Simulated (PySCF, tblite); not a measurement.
**C5H13NO2Si: geometry, infrared bands and NMR shifts**

Aim: predict the infrared bands and NMR shifts of C5H13NO2Si (`CNC(=O)[C@H](C)CO[SiH3]`).

Programs: tblite 0.8.0 and PySCF 2.14.0, with density-fitted response routines of our own. Each step states its level of theory. These are calculated values for one molecule in the gas phase, unless marked as measured. Atoms are numbered from 0 throughout.

### 1 The molecule as given

22 atoms, charge 0, multiplicity 1; geometry from: force field or distance geometry start.

Bonds of the start (Å): C0–N1 1.44, N1–C2 1.38, C2–O3 1.22, C2–C4 1.54, C4–C5 1.53, C4–C6 1.54, C6–O7 1.44, O7–Si8 1.67, C0–H9 1.09, C0–H10 1.10, C0–H11 1.08, N1–H12 1.02, C4–H13 1.09, C5–H14 1.09, C5–H15 1.10, C5–H16 1.09, C6–H17 1.11, C6–H18 1.09, Si8–H19 1.48, Si8–H20 1.49, Si8–H21 1.49.

### 2 Optimising the geometry with GFN2-xTB

The job: settings as JSON, then the geometry in Å.

```
{"job": {"kind": "relax", "xc": "GFN2-xTB", "basis": "xTB"}, "charge": 0, "multiplicity": 1}
C      2.604100     1.223300    -1.434000
N      1.540600     0.697700    -0.616500
C      1.267300    -0.656200    -0.567800
O      1.873600    -1.476700    -1.238600
C      0.116400    -1.011800     0.387000
C     -0.034900    -2.527300     0.487400
C     -1.191200    -0.375300    -0.113000
O     -1.176100     1.024900     0.203500
Si    -2.531800     1.912600    -0.181000
H      2.817600     2.240100    -1.094800
H      2.247100     1.242900    -2.471700
H      3.484700     0.596600    -1.356100
H      0.921500     1.328800    -0.098800
H      0.384200    -0.608600     1.364000
H      0.904000    -2.978400     0.823600
H     -0.809700    -2.789400     1.227200
H     -0.296400    -2.970500    -0.470600
H     -2.041600    -0.857400     0.402700
H     -1.305700    -0.519700    -1.186300
H     -2.786000     1.805300    -1.631400
H     -3.698900     1.384300     0.573300
H     -2.299100     3.334200     0.185500
```

Run with:

```sh
OMP_NUM_THREADS=1 python probes_run.py task.json out
```

The driver reads the jobs from task.json and runs them one after another.

**Question.** This job is followed by: GFN2-xTB harmonic vibrations, gas phase; GIAO PBE0/pcSseg-1 NMR shielding, non-relativistic, gas phase. Predict these results of the whole session: strongest single infrared mode (GFN2-xTB); zero-point energy (GFN2-xTB); ¹³C shifts against TMS (PBE0/pcSseg-1); ¹H shifts against TMS (PBE0/pcSseg-1, means over atoms taken as alike); ¹⁵N shifts against NH3 (PBE0/pcSseg-1); ¹⁷O shifts against H2O (PBE0/pcSseg-1); ²⁹Si shifts against TMS (PBE0/pcSseg-1).

The runs gave:

```
                                                              quantity                                         value
                             strongest single infrared mode (GFN2-xTB)                         1749 cm⁻¹, 507 km/mol
                                          zero-point energy (GFN2-xTB)                                109.3 kcal/mol
                                ¹³C shifts against TMS (PBE0/pcSseg-1)             174.6, 72.2, 43.8, 25.9, 13.6 ppm
¹H shifts against TMS (PBE0/pcSseg-1, means over atoms taken as alike)  6.16, 4.94, 3.64, 3.52, 3.11, 2.29, 1.04 ppm
                                ¹⁵N shifts against NH3 (PBE0/pcSseg-1)                                     121.8 ppm
                                ¹⁷O shifts against H2O (PBE0/pcSseg-1)                               389.4, 21.1 ppm
                               ²⁹Si shifts against TMS (PBE0/pcSseg-1)                                     -35.9 ppm
```

Relaxing lowered the energy by 0.254 eV in 90 steps; the close pair that moved most is O7–Si8, from 1.665 to 1.624 Å. All 60 modes are real, so the xTB geometry is a minimum. The strongest single mode, at 1749 cm⁻¹, moves mainly C2 and O3. Unscaled tight-binding wavenumbers are off by several per cent, some by more. Its intensities can rank the bands wrongly. The most deshielded carbon is C2 (amide carbonyl carbon), at 174.6 ppm: it is a carbonyl in resonance with an O or N lone pair, the region of acids, esters and amides. At PBE0/pcSseg-1: Shielding is most anisotropic at O3 (span 734 ppm, paramagnetic term -453 ppm).
